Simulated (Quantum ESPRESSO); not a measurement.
A run of Quantum ESPRESSO 7.5 is set up as follows.

File pw.in:

```
&CONTROL
  calculation = 'vc-relax'
  prefix = 'pwscf'
  outdir = './tmp'
  pseudo_dir = './pseudo'
  tprnfor = .true.
  tstress = .true.
  disk_io = 'low'
  nstep = 40
  forc_conv_thr = 0.0004
  etot_conv_thr = 1d-05
/
&SYSTEM
  ibrav = 0
  nat = 8
  ntyp = 3
  ecutwfc = 45
  ecutrho = 360
  nbnd = 46
  occupations = 'smearing'
  smearing = 'mp'
  degauss = 0.00734986
/
&ELECTRONS
  conv_thr = 1.6d-09
  electron_maxstep = 120
  mixing_beta = 0.5
/
&IONS
  ion_dynamics = 'bfgs'
/
&CELL
  cell_dynamics = 'bfgs'
  press = 0
  press_conv_thr = 0.3
/
ATOMIC_SPECIES
Ni    58.6934 ni_lda_v1.4.uspp.F.UPF
Ti    47.8670 ti_lda_v1.4.uspp.F.UPF
C     12.0110 c_lda_v1.2.uspp.F.UPF
CELL_PARAMETERS angstrom
   4.3300000000    0.0000000000    0.0000000000
   0.0000000000    4.3300000000    0.0000000000
   0.0000000000    0.0000000000    4.3300000000
ATOMIC_POSITIONS crystal
Ni     0.0000000000    0.0000000000    0.0000000000
Ti     0.0000000000    0.5000000000    0.5000000000
Ti     0.5000000000    0.0000000000    0.5000000000
Ti     0.5000000000    0.5000000000    0.0000000000
C      0.5000000000    0.0000000000    0.0000000000
C      0.5000000000    0.5000000000    0.5000000000
C      0.0000000000    0.0000000000    0.5000000000
C      0.0000000000    0.5000000000    0.0000000000
K_POINTS automatic
8 8 8 0 0 0
```

Potentials or basis: GBRV 1.5 LDA.

Launch:

```console
$ OMP_NUM_THREADS=1 mpirun -n 4 pw.x -nk 4 -in pw.in > pw.out
```

(1) Predict the relaxed cell.

(2) Predict the relaxed volume.

(3) Estimate the band gap on the k mesh.

Results:

(1) a = 4.217 Å, b = 4.217 Å, c = 4.217 Å, α = 90.00°, β = 90.00°, γ = 90.00°.

(2) 9.37 Å³/atom.

(3) none (metal or under the smearing width).
